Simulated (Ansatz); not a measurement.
# C4H3F3O2: a ladder of functionals and wavefunction methods

An exercise on one series of results from a longer session: the logs are not shown, and one member is left open.

Method: functionals in def2-TZVPP, the program's frozen cores in correlated methods; program: Ansatz 0.2.0, Gaussian basis.

The runs, in order: LDA (SPW92), PBE-D4, revPBE-D4, BLYP-D4, r2SCAN-D4, B97M-V, PBE0-D4, B3LYP-D4, r2SCANh-D4, r2SCAN0-D4, HSE06-D4, BHLYP-D4, CAM-B3LYP-D4, LC-ωPBE, ωB97X-V, ωB97M-V, B2PLYP, PBE-QIDH; CCSD(T)/def2-SVP; CCSD(T)/def2-TZVPP; MP2/def2-QZVPP; extrapolation to the limit; RPA on PBE.

**The relaxed structure**

An earlier PBE0-D4 in a triple-zeta def2 set relaxation fixed the geometry.

SMILES `O=C(/C=C/O)C(F)(F)F`, 12 atoms, charge 0, spin multiplicity 1.

Atoms are counted from 1 here; the program's logs count them from 0.

Bond lengths: O1–C2 1.205 Å, C2–C3 1.452 Å, C2–C6 1.549 Å, C3–C4 1.342 Å, C3–H10 1.085 Å, C4–O5 1.326 Å, C4–H11 1.085 Å, O5–H12 0.965 Å, C6–F7 1.341 Å, C6–F8 1.341 Å, C6–F9 1.319 Å. Angles: O1–C2–C3 126.6°, O1–C2–C6 119.2°, C3–C2–C6 114.2°, C2–C3–C4 119.1°, C2–C3–H10 119.2°, C4–C3–H10 121.7°, C3–C4–O5 126.8°, C3–C4–H11 120.7°, O5–C4–H11 112.5°, C4–O5–H12 110.5°, C2–C6–F7 110.2°, C2–C6–F8 110.2°, C2–C6–F9 112.1°, F7–C6–F8 107.3°, F7–C6–F9 108.5°, F8–C6–F9 108.5°.

Coordinates:

```xyz
12
charge 0, multiplicity 1
O    -1.50770   -1.23113   -0.16867
C    -0.55492   -0.64678    0.28275
C     0.21768    0.39079   -0.37704
C    -0.12378    0.76961   -1.61796
O     0.47169    1.69523   -2.35776
C    -0.05915   -0.99779    1.70752
F     1.21358   -1.41873    1.66460
F    -0.09306    0.08999    2.49150
F    -0.79170   -1.93966    2.26852
H     1.05594    0.83916    0.14526
H    -0.96500    0.31005   -2.12609
H     1.21363    2.08397   -1.87864
```

The first run:

in.yaml reads:

```yaml
crystal:
  periodic: [false, false, false]
  atoms:
    - {symbol: O, position_ang: [-1.507704, -1.231132, -0.168669]}
    - {symbol: C, position_ang: [-0.554922, -0.646777, 0.282754]}
    - {symbol: C, position_ang: [0.217677, 0.390786, -0.377038]}
    - {symbol: C, position_ang: [-0.123780, 0.769610, -1.617963]}
    - {symbol: O, position_ang: [0.471694, 1.695228, -2.357757]}
    - {symbol: C, position_ang: [-0.059155, -0.997790, 1.707523]}
    - {symbol: F, position_ang: [1.213582, -1.418725, 1.664598]}
    - {symbol: F, position_ang: [-0.093063, 0.089988, 2.491495]}
    - {symbol: F, position_ang: [-0.791698, -1.939657, 2.268523]}
    - {symbol: H, position_ang: [1.055938, 0.839156, 0.145261]}
    - {symbol: H, position_ang: [-0.964996, 0.310045, -2.126086]}
    - {symbol: H, position_ang: [1.213629, 2.083969, -1.878640]}
basis:
  gaussian: {orbitals: def2-TZVPP}
hamiltonian: {xc: lda}
output: {orbitals: {seedname: orbitals}}
```

Run with:

```bash
ansatz run in.yaml --threads 2 --pin off --events-out ev --progress --plain --max-ram 32768MiB --backend cuda --devices 0, --max-vram 18GiB
```

Steps of the session up to this table: LDA; PBE-D4 (GGA); revPBE-D4 (GGA); BLYP-D4 (GGA); r2SCAN-D4 (meta-GGA); B97M-V (meta-GGA); PBE0-D4 (hybrid); B3LYP-D4 (hybrid); r2SCANh-D4 (hybrid); r2SCAN0-D4 (hybrid); HSE06-D4 (hybrid); BHLYP-D4 (hybrid); CAM-B3LYP-D4 (range-separated); LC-ωPBE (range-separated); ωB97X-V (range-separated); ωB97M-V (range-separated); B2PLYP (double hybrid); PBE-QIDH (double hybrid).

One table of the session follows, with a row left open; its other results are not shown here.

```
  functional  HOMO (eV)  LUMO (eV)  gap (eV)
 LDA (SPW92)      -6.55      -3.29      3.25
      PBE-D4      -6.31      -2.99      3.33
   revPBE-D4      -6.22      -2.87      3.35
     BLYP-D4      -6.25      -2.86      3.39
   r2SCAN-D4      -6.67      -2.87      3.80
      B97M-V      -6.83      -2.75      4.07
     PBE0-D4      -7.92      -2.08      5.84
    B3LYP-D4      -7.72      -2.31      5.41
  r2SCANh-D4      -7.33      -2.54      4.80
  r2SCAN0-D4      -8.10      -2.02      6.09
    HSE06-D4          ?          ?         ?
    BHLYP-D4      -8.99      -1.01      7.98
CAM-B3LYP-D4      -9.24      -0.97      8.27
     LC-ωPBE     -10.52       0.20     10.72
     ωB97X-V     -10.16       0.17     10.33
     ωB97M-V     -10.07       0.12     10.19
```

Q: Estimate the row for HSE06-D4 from the others.

**Answer.** HOMO (eV): -7.52; LUMO (eV): -2.46; gap (eV): 5.07. In the column «HOMO (eV)» it lies between B3LYP-D4 (-7.72) and r2SCANh-D4 (-7.33).
